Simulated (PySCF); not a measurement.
# BF3: the cost of one run

Computed with PySCF 2.14.0 and routines of our own; the level stands in each step. Atoms count from 0.

## (1) The starting structure

4 atoms, charge 0, multiplicity 1; geometry from: GFN2-xTB.

## (2) Relaxing the molecule at PBE0-D3(BJ)/def2-SVP

What the job is given:

```
{"job": {"xc": "PBE0", "basis": "def2-SVP", "d3": "d3bj", "grid": 1, "maxiter": 30, "shake": 0.01, "kind": "geom"}, "charge": 0, "multiplicity": 1}
F     -1.085180    -0.586440     0.704390
B     -0.003080    -0.003230     0.314550
F      1.124770    -0.476420     0.708250
F      0.001480     1.040720    -0.470640
```

Command:

```bash
OMP_NUM_THREADS=1 python heavy_run.py task.json out
```

One launch serves the whole session: the jobs run in the order shown.

Q: Estimate the wall time and peak memory of this first job on 1 thread of Arm Neoverse V2, shared host.

About 7 s, with a peak of 0.28 GiB.
